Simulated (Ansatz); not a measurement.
Crystal: LaSiPt.

```
CELL_PARAMETERS angstrom
-2.13486 2.13486 7.30564
2.13486 -2.13486 7.30564
2.13486 2.13486 -7.30564
ATOMIC_POSITIONS crystal
Pt 0.41741 0.91741 0.50000
Pt 0.66741 0.66741 0.00000
La 0.82996 0.32996 0.50000
La 0.07996 0.07996 0.00000
Si 0.24963 0.74963 0.50000
Si 0.49963 0.49963 0.00000
```

The cell is a database's computed one.

| Item | Value |
| --- | --- |
| Program | Ansatz 0.2.0 |
| Task | relaxation of cell and atoms |
| Functional | PBEsol |
| Potentials or basis | Ansatz PAW |
| Cutoff | 420 eV (not typed: the program's choice for these potentials) |
| k mesh | 9 × 9 × 9 |
| Occupations | fermi-dirac, width 0.05 eV |
| Spin | no spin polarisation |

At the start: volume 22.20 Å³/atom.

Problem. Where does the relaxation end?

Solution. It ends after 5 steps and the volume is 21.60 Å³/atom (-2.7 %); space group I4_1md (No. 109, to 0.05 Å).

Step by step:
```tsv
step	energy change (eV)	largest force (eV/Å)	volume (Å³)
1	0.0000	0.0372	133.19
2	-0.0177	0.0266	126.98
3	-0.0372	0.0109	129.68
4	-0.0373	0.0061	129.58
5	-0.0367	0.0061	129.58
```

Final structure:
```
CELL_PARAMETERS angstrom
-2.11710 2.11710 7.22753
2.11710 -2.11710 7.22753
2.11710 2.11710 -7.22753
ATOMIC_POSITIONS crystal
Pt 0.41767 0.91767 0.50000
Pt 0.66767 0.66767 0.00000
La 0.82977 0.32977 0.50000
La 0.07977 0.07977 0.00000
Si 0.24957 0.74957 0.50000
Si 0.49957 0.49957 0.00000
```

Caveat: the plane-wave basis is chosen anew once the cell has moved, so the energies of steps on either side of that aren't comparable; the PAW data sets come from PBE, with cores solved anew for the run's functional, which leaves a small shift of forces and pressure.
